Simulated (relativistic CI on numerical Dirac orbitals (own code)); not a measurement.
# Pm XXI (Pm²⁰⁺): levels and lines

Aim: the low levels of Pm²⁰⁺, their labels and the strongest lines; runs with one setting changed show what the result hangs on.

Program: relativistic CI on numerical Dirac orbitals (own code) version 4. Level of theory: Dirac-Coulomb-Breit CI, KLI orbitals optimised for each configuration, model QED (radiative potential, 1s self-energy scaled to tabulated hydrogen-like ionisation energies). These are calculated values, not measurements, unless marked.

**1. The system**

* ion: Pm²⁰⁺ (Pm XXI)
* nuclear charge: 61
* electrons: 41
* isotope: A = 145
* first configuration typed: [Kr] 4d5

The outer shells:

first configuration typed
```
[Kr] core
4d [↑ ][↑ ][↑ ][↑ ][↑ ]
```

**2. The main run**

Input settings:

```ini
atom Pm  Z=61  charge=20  electrons=41
nucleus A=145  rms_radius_fm=4.9620
hamiltonian dirac-coulomb  breit=on  qed=on  c_scale=1
orbitals kli  potential=per-configuration
slater_scale 1
correlation none
mixing on
configurations
  [Kr] 4d5
  [Ar] 3d10 4s2 4p5 4d6
  [Kr] 4d4 4f
  [Ar] 3d10 4s 4p6 4d5 4f
  [Ar] 3d10 4p6 4d7
  [Ar] 3d10 4p5 4d8
  [Kr] 4d3 5s2
  [Kr] 4d2 4f 5s2
  [Ar] 3d10 4s 4p6 4d3 4f 5s2
end
```

Run with:

```sh
> python run_levels.py task.json out
```

task.json lists these runs, among others, and the program works through them in turn.

The program writes no log. Results of the run, from its result record (rounded, main fields):

```text
{
  "status": "converged",
  "levels [i, E_cm, J2, conf, term, w_term, jj, w_jj, g, tau_s, A_per_gI_MHz, B_per_Q_MHz]": [
    [0, 0, 5, "4s2 4p6 4d5", "6S", 0.7029, "4d3/2^3 4d5/2^2", 0.3844, 1.847, "-", 900.1, 1121],
    [1, 42788.243, 5, "4s2 4p6 4d5", "4G", 0.2597, "4d5/2", 0.5638, 1.076, 0.0009445, 3904, 6059],
    [2, 64774.603, 7, "4s2 4p6 4d5", "4G", 0.5422, "4d3/2^3 4d5/2^2", 0.9153, 1.113, 0.002509, 4607, 6296],
    [3, 67452.084, 3, "4s2 4p6 4d5", "4D", 0.4352, "4d3/2^3 4d5/2^2", 0.9047, 1.328, 0.0004487, 4920, 5542],
    [4, 68578.555, 11, "4s2 4p6 4d5", "4G", 0.6338, "4d3/2^3 4d5/2^2", 0.8411, 1.186, "-", 5314, -154],
    [5, 73901.16, 5, "4s2 4p6 4d5", "4G", 0.3682, "4d3/2^3 4d5/2^2", 0.5338, 1.096, 0.0006987, 4310, 2243],
    [6, 74010.576, 9, "4s2 4p6 4d5", "4G", 0.7066, "4d3/2^3 4d5/2^2", 0.674, 1.163, 0.04598, 4852, 5325],
    [7, 80092.251, 1, "4s2 4p6 4d5", "4P", 0.6191, "4d3/2^3 4d5/2^2", 0.6308, 1.84, 0.01163, -1357, "-"],
    [8, 92793.183, 7, "4s2 4p6 4d5", "4D", 0.4366, "4d3/2^2 4d5/2^3", 0.5433, 1.23, 0.001843, 4374, -492],
    [9, 96760.876, 5, "4s2 4p6 4d5", "2D", 0.3549, "4d3/2^3 4d5/2^2", 0.5183, 1.239, 0.0004366, 4128, -184.4],
    [10, 105686.79, 11, "4s2 4p6 4d5", "2I", 0.6432, "4d3/2^2 4d5/2^3", 0.868, 1.03, 0.001176, 5648, 462.7],
    [11, 106752.78, 7, "4s2 4p6 4d5", "2F", 0.3378, "4d3/2^2 4d5/2^3", 0.5171, 1.151, 0.001361, 5173, -6056],
    [12, 110701.62, 1, "4s2 4p6 4d5", "4D", 0.7108, "4d3/2^2 4d5/2^3", 0.8825, 0.7292, 0.0006846, 1.079e+04, "-"],
    [13, 110933.71, 3, "4s2 4p6 4d5", "2D", 0.4607, "4d3/2^2 4d5/2^3", 0.4959, 0.9831, 0.001477, 8373, -5335],
    [14, 114041.25, 9, "4s2 4p6 4d5", "2G", 0.4634, "4d3/2^2 4d5/2^3", 0.6811, 1.152, 0.001244, 4780, -1029],
    [15, 115991.8, 3, "4s2 4p6 4d5", "4F", 0.4587, "4d3/2^2 4d5/2^3", 0.8235, 1.028, 0.0002536, 5392, 1083],
    [16, 117172.09, 13, "4s2 4p6 4d5", "2I", 1, "4d3/2^2 4d5/2^3", 1, 1.075, 0.005841, 5823, 4.999e-11],
    [17, 123633.34, 5, "4s2 4p6 4d5", "2F", 0.3422, "4d3/2^2 4d5/2^3", 0.7249, 1.021, 0.0003749, 5707, -1212],
    [18, 135702.15, 9, "4s2 4p6 4d5", "2H", 0.533, "4d3/2^2 4d5/2^3", 0.9908, 1.102, 0.0003443, 5345, 777.9],
    [19, 140799.07, 5, "4s2 4p6 4d5", "4F", 0.4089, "4d3/2^2 4d5/2^3", 0.6778, 1.068, 0.0002876, 5626, -324.5],
    [20, 142120.3, 7, "4s2 4p6 4d5", "2G", 0.5918, "4d3/2^2 4d5/2^3", 0.9411, 1.002, 0.001342, 6866, -196],
    [21, 151413.9, 5, "4s2 4p6 4d5", "2F", 0.4055, "4d3/2 4d5/2^4", 0.4903, 1.122, 0.0001992, 3533, -2287],
    [22, 152365.32, 3, "4s2 4p6 4d5", "2D", 0.6736, "4d3/2^2 4d5/2^3", 0.4266, 0.7532, 0.0006549, 8744, 234.9],
    [23, 155724.95, 7, "4s2 4p6 4d5", "2F", 0.6152, "4d3/2^2 4d5/2^3", 0.6123, 1.076, 0.0003999, 6163, 1889],
    [24, 161947.07, 1, "4s2 4p6 4d5", "2S", 0.7229, "4d3/2^2 4d5/2^3", 0.4254, 1.909, 0.0003166, -1112, "-"],
    [25, 166645.22, 7, "4s2 4p6 4d5", "4F", 0.4379, "4d3/2 4d5/2^4", 0.8215, 1.188, 0.0002605, 4358, -9459],
    [26, 168738.35, 9, "4s2 4p6 4d5", "2G", 0.5168, "4d3/2^2 4d5/2^3", 0.5098, 1.1, 0.000605, 5292, 3410],
    [27, 170580.63, 11, "4s2 4p6 4d5", "2H", 0.6606, "4d3/2 4d5/2^4", 0.9556, 1.065, 0.0002382, 5686, -311],
    [28, 182278.14, 3, "4s2 4p6 4d5", "2D", 0.7412, "4d3/2 4d5/2^4", 0.6083, 0.8456, 0.0001735, 6319, -5255],
    [29, 191690.53, 5, "4s2 4p6 4d5", "2D", 0.6433, "4d3/2 4d5/2^4", 0.727, 1.111, 0.0001848, 5179, 4463],
    [30, 200544.69, 9, "4s2 4p6 4d5", "2G", 0.927, "4d3/2^2 4d5/2^3", 0.5175, 1.11, 0.0003706, 5148, -8486],
    [31, 203723.07, 5, "4s2 4p6 4d5", "2D", 0.526, "4d5/2^5", 0.4631, 1.102, 0.0002281, 4465, -3594],
    [32, 211084.27, 7, "4s2 4p6 4d5", "2G", 0.79, "4d3/2 4d5/2^4", 0.7604, 0.9417, 0.0002951, 6637, 8017],
    [33, 221595.46, 3, "4s2 4p6 4d5", "2P", 0.7984, "4d3/2^2 4d5/2^3", 0.8254, 1.222, 0.000462, 4969, -5199],
    [34, 242308.32, 1, "4s2 4p6 4d5", "2P", 0.8475, "4d3/2 4d5/2^4", 0.6084, 0.8508, 0.0002351, -92.09, "-"],
    "... 165 more rows left out ..."
  ],
  "lines, the strongest and those to the lowest levels [upper, lower, type, S_au, A_per_s, branching]": [
    [1, 0, "M1", 3.006, 1059, 0.9999],
    [2, 0, "M1", 0.2148, 196.8, 0.4939],
    [2, 1, "M1", 5.621, 201.4, 0.5054],
    [3, 0, "M1", 1.006, 2081, 0.9338],
    [5, 0, "M1", 0.2743, 497.6, 0.3477],
    [5, 1, "M1", 6.838, 925.9, 0.6469],
    [8, 0, "M1", 0.06787, 182.8, 0.337],
    [8, 2, "M1", 2.859, 212.1, 0.3909],
    [9, 0, "M1", 0.261, 1063, 0.4641],
    [9, 1, "M1", 1.221, 863, 0.3768],
    [9, 2, "M1", 2.257, 332, 0.145],
    [13, 0, "M1", 0.04802, 442.1, 0.6531],
    [14, 2, "M1", 1.218, 393, 0.4888],
    [15, 0, "M1", 0.06258, 658.6, 0.167],
    [15, 1, "M1", 0.4852, 1284, 0.3256],
    [17, 2, "M1", 0.3792, 347.6, 0.1303],
    [18, 2, "M1", 0.583, 561.1, 0.1932],
    [19, 2, "M1", 0.5399, 1067, 0.3068]
  ],
  "n_levels_all": 1946,
  "total_energy [Ha]": -9849.374929,
  "configurations [conf, odd, states, E_av_cm, breit_Ha, qed_Ha, corr_Ha]": [
    ["4s2 4p6 4d5", 0, 252, 133709, 8.75, 5.876, "-"],
    ["4s2 4p5 4d6", 1, 1260, 1.17822e+06, 8.733, 5.875, "-"],
    ["4s2 4p6 4d4 4f", 1, 2940, 1.23437e+06, 8.74, 5.877, "-"],
    ["4s 4p6 4d5 4f", 1, 7056, 3.01802e+06, 8.728, 5.858, "-"],
    ["4p6 4d7", 0, 120, 3.75251e+06, 8.725, 5.84, "-"],
    ["4p5 4d8", 1, 270, 4.77813e+06, 8.709, 5.838, "-"],
    ["4s2 4p6 4d3 5s2", 0, 120, 3.25806e+06, 8.752, 5.892, "-"],
    ["4s2 4p6 4d2 4f 5s2", 1, 630, 4.36737e+06, 8.742, 5.892, "-"],
    ["4s 4p6 4d3 4f 5s2", 1, 3360, 6.15961e+06, 8.729, 5.873, "-"]
  ],
  "radial 4s2 4p6 4d5 [Ha, bohr]": {"<r^-3>(4d)": 65.133, "<r^1>(4d)": 0.60402, "<r^2>(4d)": 0.4169, "<r^4>(4d)": 0.25859, "F2(4d,4d)": 0.76351, "F4(4d,4d)": 0.5179, "zeta(4d)": 0.08159},
  "radial 4s2 4p5 4d6 [Ha, bohr]": {"<r^-3>(4p)": 453.62, "<r^1>(4p)": 0.5828, "<r^2>(4p)": 0.38391, "<r^4>(4p)": 0.21097, "zeta(4p)": 0.70296, "<r^-3>(4d)": 65.179, "<r^1>(4d)": 0.60396, "<r^2>(4d)": 0.41684, "<r^4>(4d)": 0.25858, "F2(4d,4d)": 0.76348, "F4(4d,4d)": 0.51786, "F2(4p,4d)": 0.78108, "G1(4p,4d)": 0.98315, "G3(4p,4d)": 0.62462, "zeta(4d)": 0.081287},
  "ionisation_energy [eV]": 609.062
}
```

Run time: 1.4 s. Hardware: 1 thread of Intel Xeon Platinum 8375C at 2.90GHz (Ice Lake), shared host.

Lowest levels:

```
                       level  energy (cm⁻¹)  LS purity (%)  jj purity (%)  radiative lifetime (s)
                   4d5 6S5/2            0.0             70             38                       -
           4d5 [4d5/2] J=5/2          42788             26             56                 0.00094
 4d5 [4d3/2^3 4d5/2^2] J=7/2          64775             54             92                  0.0025
 4d5 [4d3/2^3 4d5/2^2] J=3/2          67452             44             90                 0.00045
4d5 [4d3/2^3 4d5/2^2] J=11/2          68579             63             84                       -
         4d5 4G5/2 + 4D (ii)          73901             37             53                  0.0007
                   4d5 4G9/2          74011             71             67                   0.046
                   4d5 4P1/2          80092             62             63                   0.012
              4d5 4D7/2 + 4G          92793             44             54                  0.0018
              4d5 2D5/2 + 4D          96761             35             52                 0.00044
4d5 [4d3/2^2 4d5/2^3] J=11/2         105687             64             87                  0.0012
              4d5 2F7/2 + 4D         106753             34             52                  0.0014
                   4d5 4D1/2         110702             71             88                 0.00068
              4d5 2D3/2 + 4D         110934             46             50                  0.0015
```

Where the configurations lie:

```
configuration  levels among the lowest 60  parity  lowest (cm⁻¹)  highest (cm⁻¹)
          4d5                          37    even            0.0          268845
      4p5 4d6                          23     odd         884589          978512
```

The strongest allowed lines among the lowest 200 of 1946 levels, ranked by gA:

```
                                         upper                             lower  wavelength (nm)   A (1/s)
              4p5 4d6 4G°11/2 + 4d4 4f 2H° (v)                        4d5 2I13/2            10.22  3.95e+10
4p5 4d6 [4p3/2^3 4d3/2^2 4d5/2^4] J=13/2° (ii)                        4d5 2I13/2            10.74  2.68e+10
                         4p5 4d6 2I°11/2 + 4H°      4d5 [4d3/2^2 4d5/2^3] J=11/2            10.58  2.62e+10
                   4p5 4d6 4G°11/2 + 2H° (iii)      4d5 [4d3/2^3 4d5/2^2] J=11/2            10.60  2.13e+10
 4p5 4d6 [4p3/2^3 4d3/2^3 4d5/2^3] J=9/2° (vi)      4d5 [4d3/2^3 4d5/2^2] J=11/2            10.53  2.55e+10
 4p5 4d6 [4p3/2^3 4d3/2^3 4d5/2^3] J=7/2° (vi)                         4d5 4G9/2            10.48  2.29e+10
                   4p5 4d6 6P°5/2 + 4d4 4f 6P°                         4d5 6S5/2            10.73  2.65e+10
                    4p5 4d6 2G°9/2 + 4F° (iii)      4d5 [4d3/2^2 4d5/2^3] J=11/2            10.34  1.52e+10
              4p5 4d6 4F°9/2 + 4d4 4f 4F° (iv)  4d5 [4d3/2^2 4d5/2^3] J=9/2 (ii)            10.66  1.48e+10
4p5 4d6 [4p3/2^3 4d3/2^3 4d5/2^3] J=5/2° (iii)                 4d5 [4d5/2] J=5/2            10.74     2e+10
```

**3. Without the Breit term**

Settings: those of step 2 with these lines changed.

```diff
@@ -2,3 +2,3 @@
 nucleus A=145  rms_radius_fm=4.9620
-hamiltonian dirac-coulomb  breit=on  qed=on  c_scale=1
+hamiltonian dirac-coulomb  breit=off  qed=on  c_scale=1
 orbitals kli  potential=per-configuration
```

Main fields:

```text
{
  "status": "converged",
  "levels [i, E_cm, J2, conf, term, w_term, w_jj]": [
    [0, 0, 5, "4s2 4p6 4d5", "6S", 0.6859, 0.378],
    [1, 42356.437, 5, "4s2 4p6 4d5", "4G", 0.2569, 0.5484],
    [2, 65085.451, 7, "4s2 4p6 4d5", "4G", 0.5334, 0.9199],
    [3, 67534.377, 3, "4s2 4p6 4d5", "4D", 0.434, 0.9083],
    [4, 69346.574, 11, "4s2 4p6 4d5", "4G", 0.6217, 0.8503],
    [5, 74497.228, 5, "4s2 4p6 4d5", "4G", 0.3625, 0.5373],
    [6, 74746.001, 9, "4s2 4p6 4d5", "4G", 0.6934, 0.6875],
    [7, 80511.192, 1, "4s2 4p6 4d5", "4P", 0.6161, 0.6373],
    [8, 93596.008, 7, "4s2 4p6 4d5", "4D", 0.4095, 0.512],
    [9, 97492.789, 5, "4s2 4p6 4d5", "2D", 0.3578, 0.5156],
    [10, 107191.92, 11, "4s2 4p6 4d5", "2I", 0.6369, 0.8755],
    [11, 107560.18, 7, "4s2 4p6 4d5", "2F", 0.3241, 0.5472],
    [12, 111753.99, 3, "4s2 4p6 4d5", "2D", 0.476, 0.4817],
    [13, 111955.36, 1, "4s2 4p6 4d5", "4D", 0.7116, 0.8854],
    [14, 115246.61, 9, "4s2 4p6 4d5", "2G", 0.4616, 0.6937],
    [15, 117105.32, 3, "4s2 4p6 4d5", "4P", 0.438, 0.8353],
    "... 184 more rows left out ..."
  ],
  "n_levels_all": 1946,
  "total_energy [Ha]": -9858.1311743,
  "configurations [conf, odd, states, E_av_cm, breit_Ha, qed_Ha, corr_Ha]": [
    ["4s2 4p6 4d5", 0, 252, 135113, 8.75, 5.876, "-"],
    ["4s2 4p5 4d6", 1, 1260, 1.18329e+06, 8.733, 5.875, "-"],
    ["4s2 4p6 4d4 4f", 1, 2940, 1.23784e+06, 8.74, 5.877, "-"],
    ["4s 4p6 4d5 4f", 1, 7056, 3.02422e+06, 8.728, 5.858, "-"],
    ["4p6 4d7", 0, 120, 3.75927e+06, 8.725, 5.84, "-"],
    ["4p5 4d8", 1, 270, 4.7885e+06, 8.709, 5.838, "-"],
    ["4s2 4p6 4d3 5s2", 0, 120, 3.2591e+06, 8.752, 5.892, "-"],
    ["4s2 4p6 4d2 4f 5s2", 1, 630, 4.37051e+06, 8.742, 5.892, "-"],
    ["4s 4p6 4d3 4f 5s2", 1, 3360, 6.16567e+06, 8.729, 5.873, "-"]
  ],
  "ionisation_energy [eV]": 609.051
}
```

Run time: 1.2 s. Hardware: 1 thread of Intel Xeon Platinum 8375C at 2.90GHz (Ice Lake), shared host.

Shifts of the excitation energies against the main run, counted from its lowest level (cm⁻¹):

```
                       level  main run    shift
           4d5 [4d5/2] J=5/2     42788   -431.8
 4d5 [4d3/2^3 4d5/2^2] J=7/2     64775   +310.8
 4d5 [4d3/2^3 4d5/2^2] J=3/2     67452    +82.3
4d5 [4d3/2^3 4d5/2^2] J=11/2     68579   +768.0
         4d5 4G5/2 + 4D (ii)     73901   +596.1
                   4d5 4G9/2     74011   +735.4
                   4d5 4P1/2     80092   +418.9
              4d5 4D7/2 + 4G     92793   +802.8
              4d5 2D5/2 + 4D     96761   +731.9
4d5 [4d3/2^2 4d5/2^3] J=11/2    105687  +1505.1
              4d5 2F7/2 + 4D    106753   +807.4
                   4d5 4D1/2    110702  +1253.7
```

**4. Non-relativistic limit (c × 1000)**

Settings: those of step 3 with these lines changed.

```diff
@@ -2,3 +2,3 @@
 nucleus A=145  rms_radius_fm=4.9620
-hamiltonian dirac-coulomb  breit=off  qed=on  c_scale=1
+hamiltonian dirac-coulomb  breit=off  qed=off  c_scale=1000
 orbitals kli  potential=per-configuration
```

Main fields:

```text
{
  "status": "converged",
  "levels [i, E_cm, J2, conf, term, w_term, w_jj]": [
    [0, 0, 5, "4s2 4p6 4d5", "6S", 1, 0.4304],
    [1, 66608.139, 5, "4s2 4p6 4d5", "4G", 1, 0.4027],
    [2, 66608.139, 7, "4s2 4p6 4d5", "4G", 1, 0.4438],
    [3, 66608.139, 9, "4s2 4p6 4d5", "4G", 1, 0.6667],
    [4, 66608.14, 11, "4s2 4p6 4d5", "4G", 1, 0.52],
    [5, 77553.319, 1, "4s2 4p6 4d5", "4P", 0.9998, 0.5332],
    [6, 77553.319, 3, "4s2 4p6 4d5", "4P", 0.9998, 0.5412],
    [7, 77553.319, 5, "4s2 4p6 4d5", "4P", 0.9998, 0.3079],
    [8, 81558.285, 1, "4s2 4p6 4d5", "4D", 1, 0.8],
    [9, 81558.285, 3, "4s2 4p6 4d5", "4D", 1, 0.4],
    [10, 81558.285, 5, "4s2 4p6 4d5", "4D", 1, 0.4495],
    [11, 81558.286, 7, "4s2 4p6 4d5", "4D", 1, 0.5429],
    "... 188 more rows left out ..."
  ],
  "n_levels_all": 1946,
  "total_energy [Ha]": -9496.3627417,
  "configurations [conf, odd, states, E_av_cm, breit_Ha, qed_Ha, corr_Ha]": [
    ["4s2 4p6 4d5", 0, 252, 111918, 0, 0, "-"],
    ["4s2 4p5 4d6", 1, 1260, 1.03356e+06, 0, 0, "-"],
    ["4s2 4p6 4d4 4f", 1, 2940, 1.19519e+06, 0, 0, "-"],
    ["4s 4p6 4d5 4f", 1, 7056, 2.65525e+06, 0, 0, "-"],
    ["4p6 4d7", 0, 120, 3.08085e+06, 0, 0, "-"],
    ["4p5 4d8", 1, 270, 3.98345e+06, 0, 0, "-"],
    ["4s2 4p6 4d3 5s2", 0, 120, 3.50248e+06, 0, 0, "-"],
    ["4s2 4p6 4d2 4f 5s2", 1, 630, 4.59265e+06, 0, 0, "-"],
    ["4s 4p6 4d3 4f 5s2", 1, 3360, 6.05386e+06, 0, 0, "-"]
  ]
}
```

Wall time 1 s (1 thread of Intel Xeon Platinum 8375C at 2.90GHz (Ice Lake), shared host).

Shifts of the excitation energies against the main run, counted from its lowest level (cm⁻¹): (levels that can't be paired are left out)

```
                       level  main run     shift
           4d5 [4d5/2] J=5/2     42788  +23819.9
 4d5 [4d3/2^3 4d5/2^2] J=7/2     64775   +1833.5
4d5 [4d3/2^3 4d5/2^2] J=11/2     68579   -1970.4
                   4d5 4G9/2     74011   -7402.4
                   4d5 4P1/2     80092   -2538.9
              4d5 4D7/2 + 4G     92793  -11234.9
4d5 [4d3/2^2 4d5/2^3] J=11/2    105687   -9792.4
                   4d5 4D1/2    110702  -29143.3
```

**5. What each setting moved**

| run | time | mean size of shift, levels followed (cm⁻¹) | lowest level | ionisation energy (eV) |
| --- | --- | --- | --- | --- |
| main run | 1.4 s | 0 | 4d5 6S5/2 | 609.06 |
| without the Breit term | 1.2 s | 704 | 4d5 6S5/2 | 609.05 |
| non-relativistic limit (c × 1000) | 1 s | 10967 | 4d5 6S5/2 | - |

The tabulated theoretical ionisation energy (NIST) is 609 eV.

**6. Results**

| quantity | value |
| --- | --- |
| lowest level | 4d5 6S5/2 |
| first excitation | 4d5 [4d5/2] J=5/2, 42788 cm⁻¹ |
| lowest level of the other parity | 4p5 4d6 6F°11/2, 884589 cm⁻¹ |
| levels in the model | 1946 |
| fastest E1 line (by rate) to the lowest level among the lowest 200 of 1946 levels | 10.73 nm, from 4p5 4d6 6P°5/2 + 4d4 4f 6P° |
| ionisation energy | 609.06 eV |
| ionisation energy, tabulated theoretical (NIST) | 609 eV |

In words: The lowest level is 4d5 6S5/2, 70 % pure in LS and 38 % in jj coupling; over the low levels the means are 51 and 66 %, so jj coupling describes them better. The ionisation energy agrees with the tabulated theoretical value within its uncertainty of 4 eV. Of the changes tried, the run «non-relativistic limit (c × 1000)» moves the low levels most, by 10967 cm⁻¹ on average. Lifetimes count radiative decay inside the model alone.
